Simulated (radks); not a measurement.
**Ga²⁺ in [Ar] 3d10 5s1: an all-electron calculation**

What are the levels of the gallium ion Ga2+, how large are its shells, and how does its energy divide?

Program: radks (a radial shooting solver on a logarithmic mesh, Libxc functionals) version 1. Level of theory: scalar-relativistic Kohn-Sham, PBEsol, spin-unpolarised, spherical densities, point nucleus. These are calculated values, not measurements, unless marked.

## Step 1: The system

- element: gallium (Z = 31)
- charge: +2
- electrons: 29
- configuration: [Ar] 3d10 5s1

Outer shells as boxes (Hund's rule):

Ga²⁺
```
[Ar] core
3d [↑↓][↑↓][↑↓][↑↓][↑↓]
5s [↑ ]
```

## Step 2: The calculation

The run's settings:

```text
Z 31
configuration [Ar] 3d10 5s1 4s0 4p0
relativity scalar-relativistic
functional pbe_sol,pbe_sol
spin unpolarised
nucleus point
c 137.035999084
```

Q: Predict the outcome of this run.

The runs gave:

```
                        quantity                value
                    total energy  -1940.83216 hartree
exchange-correlation share of it               3.78 %
                            −T/E               1.0169
          highest occupied level       5s, -11.674 eV
    most extended occupied level  5s, <r> = 4.58 bohr
 radius at density 0.001 e/bohr³            4.86 bohr
    maxima of the radial density                    4
```

**Reading.** 4 principal shells are occupied and 4 maxima appear in the radial density. −T/E is 1.017: with relativity the kinetic term as defined here no longer equals −E. This is not the tabulated ground configuration, so its levels and sizes aren't those of the ground state, and no measured value stands beside it.
